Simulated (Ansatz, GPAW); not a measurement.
# SrTlI₃ with GLLB-SC from a Python script

These are simulated results from GPAW 26.7.0, not measurements. The cell was built from a prototype and was relaxed with r2SCAN in plane waves (Ansatz 0.2.0). It may be hypothetical. All runs are without spin polarisation.

Space group Pm-3m (No. 221), cubic; a = 6.361 Å in the conventional setting, 51.47 Å³ an atom. Tl has 12 I at 4.50 Å; Sr has 6 I at 3.18 Å; I has 2 Sr at 3.18 Å and 4 Tl at 4.50 Å.

GLLB-SC is a model potential. Its fundamental gap is the Kohn-Sham gap plus a derivative discontinuity, which the script evaluates at the band edges among the listed k points. Its total energy isn't variational and serves nothing here.

run.py reads:

```python
import json
from ase import Atoms
from gpaw import GPAW, PW, FermiDirac

atoms = Atoms(['Tl', 'Sr', 'I', 'I', 'I'],
              cell=[[6.36064496, 0.0, 0.0], [0.0, 6.36064496, 0.0], [0.0, 0.0, 6.36064496]],
              scaled_positions=[[0.0, 0.0, 0.0], [0.5, 0.5, 0.5], [0.5, 0.5, 0.0], [0.5, 0.0, 0.5], [0.0, 0.5, 0.5]],
              pbc=True)
calc = GPAW(mode=PW(400), xc='GLLBSC', kpts={'size': (4, 4, 4), 'gamma': True},
            occupations=FermiDirac(0.02), maxiter=100, legacy_gpaw=True, txt='gpaw.txt')
atoms.calc = calc
res = {'energy': atoms.get_potential_energy(force_consistent=True)}
res['electrons'] = calc.get_number_of_electrons()
res['k'] = calc.get_ibz_k_points().tolist()
res['levels'] = [calc.get_eigenvalues(kpt=i).tolist() for i in range(len(res['k']))]
points = [[0.0, 0.0, 0.0], [0.0, 0.5, 0.0], [0.5, 0.5, 0.0], [0.5, 0.5, 0.5], [0.0, 0.0, 0.5]]
bands = calc.fixed_density(kpts=points, symmetry='off', nbands=round(res['electrons']) // 2 + 6, convergence={'bands': -2}, txt='bands.txt')
res['points'] = [bands.get_eigenvalues(kpt=i).tolist() for i in range(len(points))]
homo, lumo = bands.get_homo_lumo()
potential = calc.hamiltonian.xc.response.calculate_discontinuity_potential(homo, lumo)
res['discontinuity'] = bands.hamiltonian.xc.response.calculate_discontinuity(potential)
json.dump(res, open('results.json', 'w'))
print('free energy (eV):', round(res['energy'], 5))
```

Command: `python run.py`. It took 67 s on 1 thread of Arm Neoverse V1, with other jobs on the host, peak memory 0.27 GiB.

The log gpaw.txt, trimmed of paths, versions and times, then the last line on the terminal. An iter line gives the energy in eV and the logarithms of the changes of orbitals (plane waves alone) and density (c: converged):

```
___ ___ ___ _ _ _
 |   |   |_  | | | |

 | | | | | . | | | |

 |__ |  _|___|_____|  26.7.0
 |___|_|

Input parameters:
  kpts: {gamma: True,
         size: (4, 4, 4)}
  maxiter: 100
  mode: {ecut: 400.0,
         name: pw}
  occupations: {fixmagmom: False,
                name: fermi-dirac,
                width: 0.02}
  xc: GLLBSC

System changes: positions, numbers, cell, pbc, initial_charges, initial_magmoms

Initialize ...

species:
  Tl:
    name:    Thallium
    Z:       81.0
    valence: 13
    core:    68
    charge:  0.0  # [|e|]
    compensation charges:
      type: gauss
      rc: 0.38  # [Å]
      lmax: 2
    cutoffs:
      filter: 2.11  # [Å]
      core: 2.55  # [Å]
    projectors
    | kind |    occ | energy [eV] | rcut [Å] |

    |------|--------|-------------|----------|

    |   6s |  2.000 |      -9.910 |    1.212 |

    |   6p |  1.000 |      -2.880 |    1.270 |

    |   5d | 10.000 |     -16.502 |    1.191 |

    |    s |        |      17.302 |    1.212 |

    |    p |        |      24.332 |    1.270 |

    |    d |        |      10.709 |    1.191 |

    Using partial waves for Tl as LCAO basis

  Sr:
    name:    Strontium
    Z:       38.0
    valence: 10
    core:    28
    charge:  0.0  # [|e|]
    compensation charges:
      type: gauss
      rc: 0.40  # [Å]
      lmax: 2
    cutoffs:
      filter: 2.39  # [Å]
      core: 1.82  # [Å]
    projectors
    | kind |    occ | energy [eV] | rcut [Å] |

    |------|--------|-------------|----------|

    |   4s |  2.000 |     -40.757 |    1.291 |

    |   5s |  2.000 |      -5.012 |    1.291 |

    |   4p |  6.000 |     -22.709 |    1.291 |

    |    p |        |       4.502 |    1.291 |

    |    d |        |       0.000 |    1.254 |

    Using partial waves for Sr as LCAO basis

  I:
    name:    Iodine
    Z:       53.0
    valence: 7
    core:    46
    charge:  0.0  # [|e|]
    compensation charges:
      type: gauss
      rc: 0.37  # [Å]
      lmax: 2
    cutoffs:
      filter: 2.06  # [Å]
      core: 2.96  # [Å]
    projectors
    | kind |    occ | energy [eV] | rcut [Å] |

    |------|--------|-------------|----------|

    |   5s |  2.000 |     -20.049 |    1.164 |

    |   5p |  5.000 |     -10.166 |    1.164 |

    |    s |        |       7.162 |    1.164 |

    |    p |        |      17.045 |    1.164 |

    |    d |        |       0.000 |    1.164 |

    Using partial waves for I as LCAO basis

Reference energy: -1216723.607150  # eV

Spin-paired calculation

Convergence criteria:
 Maximum [total energy] change in last 3 cyles: 0.0005 eV / valence electron
 Maximum integral of absolute [dens]ity change: 0.0001 electrons / valence electron
 Maximum integral of absolute [eigenst]ate change: 4e-08 eV^2 / valence electron
 Maximum number of scf [iter]ations: 100
 (Square brackets indicate name in SCF output, whereas a 'c' in
 the SCF output indicates the quantity has converged.)

Symmetries present (total): 48

  ( 1  0  0)  ( 1  0  0)  ( 1  0  0)  ( 1  0  0)  ( 1  0  0)  ( 1  0  0)
  ( 0  1  0)  ( 0  1  0)  ( 0  0  1)  ( 0  0  1)  ( 0  0 -1)  ( 0  0 -1)
  ( 0  0  1)  ( 0  0 -1)  ( 0  1  0)  ( 0 -1  0)  ( 0  1  0)  ( 0 -1  0)

  ( 1  0  0)  ( 1  0  0)  ( 0  1  0)  ( 0  1  0)  ( 0  1  0)  ( 0  1  0)
[... 27 lines left out ...]
64 k-points: 4 x 4 x 4 Monkhorst-Pack grid + [1/8,1/8,1/8]
10 k-points in the irreducible part of the Brillouin zone
       k-points in crystal coordinates                weights
   0:     0.00000000    0.00000000    0.00000000          1/64
   1:     0.25000000    0.00000000    0.00000000          6/64
   2:     0.25000000    0.25000000    0.00000000         12/64
   3:     0.25000000    0.25000000    0.25000000          8/64
   4:     0.50000000    0.00000000    0.00000000          3/64
   5:     0.50000000    0.25000000    0.00000000         12/64
   6:     0.50000000    0.25000000    0.25000000         12/64
   7:     0.50000000    0.50000000    0.00000000          3/64
   8:     0.50000000    0.50000000    0.25000000          6/64
   9:     0.50000000    0.50000000    0.50000000          1/64

Wave functions: Plane wave expansion
  Cutoff energy: 400.000 eV
  Number of coefficients (min, max): 4665, 4713
  Pulay-stress correction: 0.000000 eV/Ang^3 (de/decut=0.000000)
  Using FFTW library
  ScaLapack parameters: grid=1x1, blocksize=None
  Wavefunction extrapolation:
    Improved wavefunction reuse through dual PAW basis

Occupation numbers: Fermi-Dirac:
  width: 0.0200  # eV

Eigensolver
   Davidson(niter=2)

Densities:
  Coarse grid: 30*30*30 grid
  Fine grid: 60*60*60 grid
  Total Charge: 0.000000

Density mixing:
  Method: separate
  Backend: msr1
  Linear mixing parameter: 0.05
  old densities: 10
  Width of damping distribution: 1.1
  Damping of long wavelength oscillations: 20

Hamiltonian:
  XC and Coulomb potentials evaluated on a 60*60*60 grid
  Using the GLLBSC Exchange-Correlation functional
  External potential:
    NoExternalPotential

XC parameters: GLLBSC functional being used consists of
  -----------------------------------------------------------------------
  | Weight | Module     | Description                                   |

  -----------------------------------------------------------------------
  |  1.000 | SCREENING  | GGA_X_PBE_SOL with 2 nearest neighbor stencil |

  |  1.000 | RESPONSE   | eps=0.0500 eV                                 |

  |  1.000 | XC         | GGA_C_PBE_SOL with 2 nearest neighbor stencil |

  -----------------------------------------------------------------------

Memory estimate:
  Process memory now: 121.48 MiB
  Calculator: 52.64 MiB
    Density: 16.94 MiB
      Arrays: 5.36 MiB
      Localized functions: 7.46 MiB
      Mixer: 4.12 MiB
    Hamiltonian: 3.70 MiB
      Arrays: 3.50 MiB
      XC: 0.00 MiB
      Poisson: 0.00 MiB
      vbar: 0.20 MiB
    Wavefunctions: 32.00 MiB
      Arrays psit_nG: 18.70 MiB
      Eigensolver: 2.33 MiB
      Projections: 0.28 MiB
      Projectors: 8.94 MiB
      PW-descriptor: 1.75 MiB

Total number of cores used: 1

Number of atoms: 5
Number of atomic orbitals: 26
Number of bands in calculation: 26
Number of valence electrons: 44
Bands to converge: occupied

... initialized

Initializing position-dependent things.

Density initialized from atomic densities
Creating initial wave functions:
  26 bands from LCAO basis set

     .---------------.
    /|               |

   / |               |

  /  |               |

 *   |               |

 |   |               |

 | I |     Sr        |

 |   |               |

 |   .---I-----------.
 |  /               /
 | /       I       /
 |/               /
 Tl--------------*
Positions:
   0 Tl     0.000000    0.000000    0.000000    ( 0.0000,  0.0000,  0.0000)
   1 Sr     3.180322    3.180322    3.180322    ( 0.0000,  0.0000,  0.0000)
   2 I      3.180322    3.180322    0.000000    ( 0.0000,  0.0000,  0.0000)
   3 I      3.180322    0.000000    3.180322    ( 0.0000,  0.0000,  0.0000)
   4 I      0.000000    3.180322    3.180322    ( 0.0000,  0.0000,  0.0000)

Unit cell:
           periodic     x           y           z      points  spacing
  1. axis:    yes    6.360645    0.000000    0.000000    30     0.2120
  2. axis:    yes    0.000000    6.360645    0.000000    30     0.2120
  3. axis:    yes    0.000000    0.000000    6.360645    30     0.2120

  Lengths:   6.360645   6.360645   6.360645
  Angles:   90.000000  90.000000  90.000000

Effective grid spacing dv^(1/3) = 0.2120

iter:   1   -18.089827
iter:   2   -16.648424   -1.13  -1.23
iter:   3   -19.734895   -0.72  -1.20
iter:   4   -17.147704   -1.31  -1.12
iter:   5   -16.580389   -1.98  -1.38
iter:   6   -16.583263   -2.40  -1.29
iter:   7   -16.005658   -3.09  -1.33
iter:   8   -15.863686   -3.32  -1.57
iter:   9   -15.631548   -3.31  -1.75
iter:  10   -15.588086   -3.75  -2.00
iter:  11   -15.523311   -3.95  -2.25
iter:  12   -15.501881   -4.33  -2.76
iter:  13   -15.501836c  -5.01  -3.57
iter:  14   -15.506209c  -5.32  -3.78
iter:  15   -15.503329c  -5.89  -3.70
iter:  16   -15.504480c  -6.43  -3.97
iter:  17   -15.504993c  -6.95  -4.45c
iter:  18   -15.505030c  -7.47c -4.56c

Converged after 18 iterations.

Energy contributions relative to reference atoms: (reference = -1216723.607150)

Kinetic:       +115.622195
Potential:     -110.398300
External:        +0.000000
XC:             -22.128292
Entropy (-ST):   -0.000000
Local:           +1.399367
SIC:             +0.000000
--------------------------
Free energy:    -15.505030
Extrapolated:   -15.505030

GLLBSC response reference energy: -0.75335 eV (from HOMO)

Showing only first 2 kpts
 Kpt  Band  Eigenvalues  Occupancy
  0    20     -0.98635    2.00000
  0    21     -0.98635    2.00000
  0    22      3.93246    0.00000
  0    23      3.93246    0.00000

  1    20     -1.04341    2.00000
  1    21     -1.04341    2.00000
  1    22      3.21374    0.00000
  1    23      3.68915    0.00000

Fermi level: 0.50532

Gap: 3.544 eV
Transition (v -> c):
  (s=0, k=9, n=21, [0.50, 0.50, 0.50]) -> (s=0, k=4, n=22, [0.50, 0.00, 0.00])
Direct/indirect transitions are different
Direct gap: 3.851 eV
Transition at: (s=0, k=4, n=21, [0.50, 0.00, 0.00])

free energy (eV): -15.50503
```

The gap in the log is over the mesh alone; results.json adds the listed points. GLLB-SC gives a gap of 5.19 eV (3.544 eV Kohn-Sham over the listed points plus 1.643 eV discontinuity). On the same cell, plane-wave PBE (Ansatz, 4×4×4 k points and the special points) gives a gap of 2.52 eV and r2SCAN a gap of 2.92 eV; on shared hosts these took about 9.9 and 21 core-seconds on the 5-atom cell, against 67 for the script. Spin-orbit coupling, left out in all these runs, can cut or reorder the gap by tenths of an eV, up to about 1 eV with Pb or Bi.

Spin-orbit coupling is left out; in compounds of Pb, Bi, Tl or Hg it can lower a gap by up to about 1 eV, split its edges or invert the bands.
